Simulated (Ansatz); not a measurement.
# ClFH₂NSi radical: one species, many methods

How much do the methods differ for ClFH₂NSi radical? The plan is to run it at one geometry with functionals of several rungs and with coupled cluster, and see how far each lands from CCSD(T) at the basis-set limit for the atomisation energy.

Computed with Ansatz 0.2.0, Gaussian basis. Level: functionals in def2-TZVPP, the program's frozen cores in correlated methods.

Levels to be run: LDA (SPW92), PBE-D4, revPBE-D4, BLYP-D4, r2SCAN-D4, B97M-V, PBE0-D4, B3LYP-D4, r2SCANh-D4, r2SCAN0-D4, HSE06-D4, BHLYP-D4, CAM-B3LYP-D4, LC-ωPBE, ωB97X-V, ωB97M-V, B2PLYP, PBE-QIDH; CCSD(T)/def2-SVP; CCSD(T)/def2-TZVPP; MP2/def2-QZVPP; extrapolation to the limit; RPA on PBE.

### Step 1. Structure used throughout

An earlier PBE0-D4 in a triple-zeta def2 set relaxation fixed the geometry.

SMILES `N[Si](F)Cl`, 6 atoms, charge 0, spin multiplicity 2.

Atoms are counted from 1 here; the program's logs count them from 0.

Bond lengths: N1–Si2 1.704 Å, N1–H5 1.008 Å, N1–H6 1.009 Å, Si2–F3 1.597 Å, Si2–Cl4 2.056 Å. Angles: Si2–N1–H5 119.8°, Si2–N1–H6 119.7°, H5–N1–H6 112.0°, N1–Si2–F3 106.5°, N1–Si2–Cl4 107.7°, F3–Si2–Cl4 110.2°.

### Step 2. LDA

This LDA is Slater exchange with PW92 correlation.

The input, in.yaml:

```yaml
crystal:
  periodic: [false, false, false]
  atoms:
    - {symbol: N, position_ang: [-0.453538, 0.751320, 0.053092]}
    - {symbol: Si, position_ang: [0.437560, -0.601125, -0.475818]}
    - {symbol: F, position_ang: [1.950745, -0.348061, -0.031281]}
    - {symbol: Cl, position_ang: [-0.315600, -2.258435, 0.480816]}
    - {symbol: H, position_ang: [-1.460564, 0.711490, 0.073428]}
    - {symbol: H, position_ang: [-0.116403, 1.680811, -0.146538]}
basis:
  gaussian: {orbitals: def2-TZVPP}
magnetization: {spin_polarized: true, initial_magnetization: 1}
hamiltonian: {xc: lda}
output: {orbitals: {seedname: orbitals}}
```

After this run come: PBE-D4 (GGA); revPBE-D4 (GGA); BLYP-D4 (GGA); r2SCAN-D4 (meta-GGA); B97M-V (meta-GGA); PBE0-D4 (hybrid); B3LYP-D4 (hybrid); r2SCANh-D4 (hybrid); r2SCAN0-D4 (hybrid); HSE06-D4 (hybrid); BHLYP-D4 (hybrid); CAM-B3LYP-D4 (range-separated); LC-ωPBE-D4 (range-separated); ωB97X-V (range-separated); ωB97M-V (range-separated); B2PLYP (double hybrid); PBE-QIDH (double hybrid); CCSD(T) in def2-SVP; CCSD(T) in def2-TZVPP; MP2 in def2-QZVPP; RPA on PBE orbitals.

Before running them: what should the planned runs give, taken together? Wanted: atomisation energy, CCSD(T)/CBS; farthest beyond LDA; mean size of error, GGA; mean size of error, meta-GGA; mean size of error, hybrid; mean size of error, range-separated; mean size of error, double hybrid; gap, smallest and largest; T1 diagnostic.

The runs gave:

| quantity | value |
| --- | --- |
| atomisation energy, CCSD(T)/CBS | 21.753 eV |
| functionals within 0.109 eV (0.5 %) | BLYP-D4, B97M-V, PBE0-D4, B3LYP-D4, r2SCANh-D4, HSE06-D4, CAM-B3LYP-D4, LC-ωPBE, ωB97X-V, ωB97M-V |
| farthest beyond LDA | BHLYP-D4 (-0.900 eV) |
| mean size of error, GGA | 0.235 eV |
| mean size of error, meta-GGA | 0.099 eV |
| mean size of error, hybrid | 0.280 eV |
| mean size of error, range-separated | 0.070 eV |
| mean size of error, double hybrid | 0.293 eV |
| gap, smallest and largest | 1.23 eV (LDA (SPW92)), 8.92 eV (LC-ωPBE) |
| T1 diagnostic | 0.0132 |
| triples share of the correlation energy | 3.6 % |

**Reading.** LDA overbinds by 3.429 eV (16 %). PBE-D4 misses by +0.498 eV. Double hybrids carry the basis error of their MP2 part in triple zeta, and no dispersion term here, so their miss is partly the set-up's. The rungs range-separated, meta-GGA miss on average by less than the doubt on the reference (0.109 eV), so they tie. The reference freezes the cores and leaves out relativity and excitations past (T), so misses under about 0.109 eV can't be ranked. Hartree-Fock recovers 70 % of the binding; the rest is correlation. CCSD(T) in def2-SVP is off by -2.379 eV, so the small basis spoils what the method gains. Orbital gaps span 1.2 to 8.9 eV; exact exchange widens them.
